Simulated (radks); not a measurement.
# Excited configurations of Ho³⁺

The task here is to estimate one member of a computed series from the others.

Method: scalar-relativistic Kohn-Sham, PBE, spin-polarised, spherical densities, point nucleus; open shells are filled with parallel spins first. Code: radks (a radial shooting solver on a logarithmic mesh, Libxc functionals) version 1.

1 further run of the same task is left out (it didn't finish).

**Starting point**

```
element       : holmium (Z = 67)
charge        : +3
electrons     : 64
configuration : [Xe] 4f10
```

Outer shells as boxes (Hund's rule):

Ho³⁺
```
[Xe] core
4f [↑↓][↑↓][↑↓][↑ ][↑ ][↑ ][↑ ]
```

The first run:

The run's settings:

```text
Z 67
configuration [Xe] 4f10
relativity scalar-relativistic
functional pbe,pbe
spin polarised
nucleus point
c 137.035999084
```

Steps of the session up to this table: Ground configuration: [Xe] 4f10.

One table of the session follows, with a row left open; its other results are not shown here.

It belongs to the step «Ground configuration: [Xe] 4f10». Radial moments (bohr):

```
  level     <r>  outermost maximum (interpolated)  90 % within  nodes
  4d up  0.5944                             0.522        0.893      1
4d down  0.5951                             0.522        0.894      1
  5s up   1.246                              1.12         1.79      4
5s down   1.257                              1.13         1.81      4
  5p up   1.448                              1.27         2.11      3
5p down   1.464                              1.28         2.14      3
  4f up  0.7776                             0.519         1.32      0
4f down       ?                                 ?            ?      ?
```

**Question.** Estimate the row for 4f down.

**Answer.** <r>: 0.7977; outermost maximum (interpolated): 0.521; 90 % within: 1.37; nodes: 0. In the column «<r>» it lies between 4f up (0.7776) and 5s up (1.246).

To keep in mind: Open shells are spherical and high-spin; term and fine-structure splittings are not resolved.
